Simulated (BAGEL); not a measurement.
# C3H6Al− (SMILES [AlH3-][CH]1C=C1): B3LYP/cc-pVDZ (density fitting with qzvpp-jkfit)

What is the energy change on altering one bond length of C3H6Al− at B3LYP/cc-pVDZ (density fitting with qzvpp-jkfit)? 

The calculation is run with BAGEL 1.2.2.

2 further runs of the same task are left out: 2 that didn't finish. Runs told in other sessions of the task aren't counted.

### Step 1. The system as given

C3H6Al−: 10 atoms, total charge -1, spin state singlet. SMILES: `[AlH3-][CH]1C=C1`. Geometry: a GFN2-xTB relaxation, a rough one for these elements and not checked as a minimum.

Bond lengths: Al1–C2 2.038 Å, C2–C3 1.534 Å, C2–C4 1.533 Å, C3–C4 1.291 Å, Al1–H5 1.622 Å, Al1–H6 1.622 Å, Al1–H7 1.623 Å, C2–H8 1.118 Å, C3–H9 1.067 Å, C4–H10 1.067 Å. Some angles: Al1–C2–C3 120.6°, Al1–C2–C4 120.9°, C3–C2–C4 49.8°, C2–C3–C4 65.1°, C2–C4–C3 65.1°, Al1–C2–H8 122.5°, C3–C2–H8 110.9°, C4–C2–H8 110.9°, C2–Al1–H5 109.9°, C2–Al1–H6 110.4°.

### Step 2. A single-point energy at B3LYP/cc-pVDZ (density fitting with qzvpp-jkfit)

File calc.json:

```json
{ "bagel" : [

{
  "title" : "molecule",
  "basis" : "cc-pvdz.json",
  "df_basis" : "qzvpp-jkfit",
  "angstrom" : true,
  "geometry" : [
    { "atom" : "Al", "xyz" : [      -1.170310,       0.750830,      -0.726950 ] },
    { "atom" : "C", "xyz" : [      -0.077570,      -0.649730,       0.272410 ] },
    { "atom" : "C", "xyz" : [       1.441100,      -0.742010,       0.075020 ] },
    { "atom" : "C", "xyz" : [       1.068550,      -0.236830,       1.203700 ] },
    { "atom" : "H", "xyz" : [      -1.737190,       0.125090,      -2.111880 ] },
    { "atom" : "H", "xyz" : [      -2.417120,       1.248100,       0.183010 ] },
    { "atom" : "H", "xyz" : [      -0.174840,       1.993820,      -1.041410 ] },
    { "atom" : "H", "xyz" : [      -0.502130,      -1.639080,       0.575290 ] },
    { "atom" : "H", "xyz" : [       2.233980,      -1.034240,      -0.576290 ] },
    { "atom" : "H", "xyz" : [       1.335510,       0.184050,       2.147110 ] }
  ]
},

{
  "title" : "ks",
  "xc_func" : "b3lyp",
  "charge" : -1
},

{
  "title" : "print",
  "file" : "orbitals.molden",
  "orbitals" : true
}

]}
```

The basis set cc-pVDZ is read from a file made from the Basis Set Exchange's data (not shown).

Started as:

```
$ BAGEL_NUM_THREADS=1 BAGEL calc.json > calc.out
```

Standard output:

```text
* using 1 threads per process

  ===============================================================
  ===============================================================

  *** Geometry ***

  { "atom" : "Al", "xyz" : [     -2.211565,      1.418863,     -1.373736 ] },
  { "atom" : "C", "xyz" : [     -0.146586,     -1.227812,      0.514780 ] },
  { "atom" : "C", "xyz" : [      2.723284,     -1.402196,      0.141767 ] },
  { "atom" : "C", "xyz" : [      2.019267,     -0.447544,      2.274663 ] },
  { "atom" : "H", "xyz" : [     -3.282813,      0.236386,     -3.990875 ] },
  { "atom" : "H", "xyz" : [     -4.567695,      2.358567,      0.345839 ] },
  { "atom" : "H", "xyz" : [     -0.330400,      3.767774,     -1.967980 ] },
  { "atom" : "H", "xyz" : [     -0.948888,     -3.097412,      1.087141 ] },
  { "atom" : "H", "xyz" : [      4.221610,     -1.954430,     -1.089030 ] },
  { "atom" : "H", "xyz" : [      2.523748,      0.347804,      4.057450 ] },

  Number of auxiliary basis functions:      461

  Since a DF basis is specified, we compute 2- and 3-index integrals:
    o Being stored without compression. Storage requirement is 0.030 GB

  Number of basis functions:       90
  Number of electrons      :       37

    * METHOD: MOLECULE                             0.14

  *** Kohn-Sham DFT ***

    * Removing 18181 points whose weight is below 1.00e-10
    * Grid points: 130879

  === Nuclear Repulsion ===
   132.5158094401

       - DIIS with orbital gradients will be used.

  === KS iteration (b3lyp / cc-pvdz.json) ===
      0       -326.97940232          0.11105367           0.27
      1       -314.46699894          0.09048863           0.26
      2       -260.50845260          0.16677128           0.27
      3       -342.14707629          0.10127399           0.27
      4       -347.54959315          0.08751438           0.26
      5       -345.98452901          0.09361921           0.27
      6       -344.88748907          0.09857680           0.25
      7       -308.00397286          0.08628335           0.26
      8       -345.58959058          0.10198898           0.26
      9       -345.39754315          0.10380289           0.27
     10       -344.60492476          0.10449145           0.27
     11       -345.51838049          0.09731771           0.26
     12       -344.96697200          0.09843726           0.26
     13       -307.87826923          0.08696063           0.27
     14       -344.55780469          0.09813627           0.27
     15       -346.06604670          0.09412074           0.27
     16       -345.28707163          0.10019344           0.27
     17       -345.38837670          0.10059003           0.27
     18       -347.10117101          0.09374691           0.27
     19       -308.11608630          0.09112894           0.27
     20       -348.21123234          0.08766767           0.27
     21       -345.53406606          0.09580079           0.28
     22       -348.12615852          0.08052103           0.27
     23       -349.71108930          0.07570259           0.27
     24       -349.87115696          0.08001917           0.27
     25       -308.34854615          0.09484450           0.26
     26       -350.40897281          0.09416926           0.26
[... 4 lines of this table left out ...]
     31       -360.25065392          0.00780292           0.26
     32       -360.28177989          0.00275957           0.26
     33       -360.28741652          0.00072627           0.26
     34       -360.28778233          0.00014347           0.26
     35       -360.28779237          0.00005428           0.26
     36       -360.28779382          0.00001532           0.26
     37       -360.28779395          0.00000424           0.26
     38       -360.28779396          0.00000148           0.27
     39       -360.28779396          0.00000054           0.27
     40       -360.28779396          0.00000015           0.27
     41       -360.28779396          0.00000004           0.26
     42       -360.28779396          0.00000002           0.27
     43       -360.28779396          0.00000001           0.27
    * SCF iteration converged.

    * Permanent dipole moment:
           (   -1.890964,     1.226169,    -1.187297) a.u.

    * METHOD: KS                                  12.34

    * METHOD: PRINT                                0.01

  ===============================================================
```

Wall time 13 s (1 thread of AMD EPYC 9B45 (Zen 5), shared host); peak memory 0.52 GiB.

### Step 3. The distorted shape, same level

File job.json:

```json
{ "bagel" : [

{
  "title" : "molecule",
  "basis" : "cc-pvdz.json",
  "df_basis" : "qzvpp-jkfit",
  "angstrom" : "true",
  "geometry" : [
    { "atom" : "Al", "xyz" : [   -1.468953,    0.377930,   -0.632611 ] },
    { "atom" : "C", "xyz" : [   -0.376213,   -1.022630,    0.366749 ] },
    { "atom" : "C", "xyz" : [    1.142457,   -1.114910,    0.169359 ] },
    { "atom" : "C", "xyz" : [    0.769907,   -0.609730,    1.298039 ] },
    { "atom" : "H", "xyz" : [   -2.035833,   -0.247810,   -2.017541 ] },
    { "atom" : "H", "xyz" : [   -2.715763,    0.875200,    0.277349 ] },
    { "atom" : "H", "xyz" : [   -0.174840,    1.993820,   -1.041410 ] },
    { "atom" : "H", "xyz" : [   -0.800773,   -2.011980,    0.669629 ] },
    { "atom" : "H", "xyz" : [    1.935337,   -1.407140,   -0.481951 ] },
    { "atom" : "H", "xyz" : [    1.036867,   -0.188850,    2.241449 ] }
  ]
},
{ "title" : "ks", "xc_func" : "b3lyp", "charge" : -1 },
{ "title" : "print", "file" : "orbitals.molden", "orbitals" : "true" }

]}
```

The basis set cc-pVDZ is read from a file made from the Basis Set Exchange's data (not shown).

Started as:

```
$ BAGEL_NUM_THREADS=1 BAGEL job.json > job.out
```

Standard output:

```text
* using 1 threads per process

  ===============================================================
  ===============================================================

  *** Geometry ***

  { "atom" : "Al", "xyz" : [     -2.775919,      0.714184,     -1.195462 ] },
  { "atom" : "C", "xyz" : [     -0.710940,     -1.932491,      0.693055 ] },
  { "atom" : "C", "xyz" : [      2.158931,     -2.106875,      0.320042 ] },
  { "atom" : "C", "xyz" : [      1.454913,     -1.152223,      2.452938 ] },
  { "atom" : "H", "xyz" : [     -3.847167,     -0.468293,     -3.812600 ] },
  { "atom" : "H", "xyz" : [     -5.132048,      1.653888,      0.524114 ] },
  { "atom" : "H", "xyz" : [     -0.330400,      3.767774,     -1.967980 ] },
  { "atom" : "H", "xyz" : [     -1.513242,     -3.802091,      1.265415 ] },
  { "atom" : "H", "xyz" : [      3.657257,     -2.659109,     -0.910755 ] },
  { "atom" : "H", "xyz" : [      1.959395,     -0.356875,      4.235725 ] },

  Number of auxiliary basis functions:      461

  Since a DF basis is specified, we compute 2- and 3-index integrals:
    o Being stored without compression. Storage requirement is 0.030 GB

  Number of basis functions:       90
  Number of electrons      :       37

    * METHOD: MOLECULE                             0.14

  *** Kohn-Sham DFT ***

    * Removing 17891 points whose weight is below 1.00e-10
    * Grid points: 131169

  === Nuclear Repulsion ===
   131.2236181657

       - DIIS with orbital gradients will be used.

  === KS iteration (b3lyp / cc-pvdz.json) ===
      0       -327.05696748          0.11059954           0.30
      1       -315.08024220          0.08556196           0.27
      2       -261.52137671          0.15178860           0.28
      3       -343.16976440          0.09916621           0.27
      4       -346.27889124          0.09438061           0.27
      5       -345.14953683          0.09660599           0.26
      6       -344.96856365          0.09728649           0.26
      7       -308.51591173          0.08706029           0.26
      8       -344.34427553          0.10543339           0.26
      9       -343.96260067          0.10630807           0.26
     10       -344.20094127          0.10525215           0.26
     11       -343.97082662          0.10595069           0.26
     12       -342.34647281          0.10235682           0.26
     13       -308.45602083          0.08582926           0.26
     14       -346.34242081          0.09356428           0.26
     15       -346.65288618          0.09475747           0.26
     16       -344.11718738          0.10482721           0.26
     17       -346.33143079          0.09636659           0.26
     18       -344.77413869          0.10548052           0.26
     19       -308.69808281          0.08891236           0.26
     20       -343.97355528          0.11107454           0.26
     21       -344.42993840          0.10446857           0.26
     22       -346.63827433          0.09448696           0.26
     23       -344.58045341          0.09757555           0.26
     24       -348.79722826          0.08224604           0.26
     25       -308.80381135          0.09040655           0.26
     26       -348.36360380          0.08761009           0.26
[... 55 lines of this table left out ...]
     82       -359.99001819          0.02326911           0.26
     83       -360.25657246          0.00421518           0.26
     84       -360.26548928          0.00129678           0.26
     85       -360.26640210          0.00026771           0.26
     86       -360.26644150          0.00006506           0.26
     87       -360.26644363          0.00002207           0.26
     88       -360.26644381          0.00000961           0.26
     89       -360.26644386          0.00000104           0.26
     90       -360.26644386          0.00000044           0.27
     91       -360.26644386          0.00000016           0.26
     92       -360.26644386          0.00000009           0.26
     93       -360.26644386          0.00000002           0.26
     94       -360.26644386          0.00000001           0.26
    * SCF iteration converged.

    * Permanent dipole moment:
           (   -1.576941,     1.713411,    -1.333058) a.u.

    * METHOD: KS                                  25.41

    * METHOD: PRINT                                0.01

  ===============================================================
```

Wall time 26 s (1 thread of AMD EPYC 9B45 (Zen 5), shared host); peak memory 0.52 GiB.

### Step 4. Summary of results

Level: B3LYP/cc-pVDZ (density fitting with qzvpp-jkfit).

```
                                                              quantity          value
                                             first shape: total energy  -360.28779 Eh
                                              first shape: HOMO energy       -0.91 eV
                                              first shape: LUMO energy        4.41 eV
    first shape: HOMO–LUMO gap (to an unbound level, set by the basis)        5.31 eV
                                         distorted shape: total energy  -360.26644 Eh
                                          distorted shape: HOMO energy       -1.15 eV
                                          distorted shape: LUMO energy        4.29 eV
distorted shape: HOMO–LUMO gap (to an unbound level, set by the basis)        5.44 eV
    energy change with the Al1–H7 bond stretched from 1.623 to 2.110 Å       0.581 eV
```

What this shows: With the Al1–H7 bond stretched from 1.623 to 2.110 Å the energy rises by 0.58 eV (56.1 kJ/mol). The first shape isn't relaxed at this level, so the change isn't measured from a minimum.
